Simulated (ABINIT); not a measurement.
TiPd:

```xyz
2
Lattice="2.8147 0.0000 0.0000 0.0000 2.8147 0.0000 0.0000 0.0000 3.8658" Properties=species:S:1:pos:R:3 pbc="T T T"
Pd    1.4074    1.4074    1.9329
Ti    0.0000    0.0000    0.0000
```

The cell comes from a database or a generator and needn't be the stable form of this composition.

```yaml
Program: ABINIT 10.8.3 (patched build)
Task: relaxation of cell and atoms
Functional: PBE
Potentials_or_basis: JTH PAW PBE v2.0
Cutoff: 599 eV
k_mesh: 9 × 9 × 7
Occupations: fermi-dirac, width 0.05 eV
Spin: no spin polarisation
```

At the start: pressure 3.4 GPa; volume 15.31 Å³/atom.

Question: Where does the relaxation end?

Answer: Over 5 steps the energy falls by 3.8 meV/atom and the volume is 15.65 Å³/atom (+2.2 %); space group P4/mmm (No. 123, to 0.05 Å).

The path:
```
step  energy change (eV)  largest force (eV/Å)  pressure (GPa)  volume (Å³)
   1              0.0000                0.0000            3.37        30.63
   2             -0.0051                0.0000            1.69        30.94
   3             -0.0072                0.0000            0.00        31.28
   4             -0.0074                0.0000           -0.10        31.31
   5             -0.0076                0.0000           -0.04        31.30
```

Final structure:
```cif
data_structure
_symmetry_space_group_name_H-M 'P 1'
_symmetry_Int_Tables_number 1
_cell_length_a 2.8455
_cell_length_b 2.8455
_cell_length_c 3.8663
_cell_angle_alpha 90.000
_cell_angle_beta 90.000
_cell_angle_gamma 90.000
_cell_volume 31.30
loop_
_atom_site_label
_atom_site_type_symbol
_atom_site_fract_x
_atom_site_fract_y
_atom_site_fract_z
_atom_site_occupancy
Pd1 Pd 0.50000 0.50000 0.50000 1
Ti1 Ti 0.00000 0.00000 0.00000 1
```
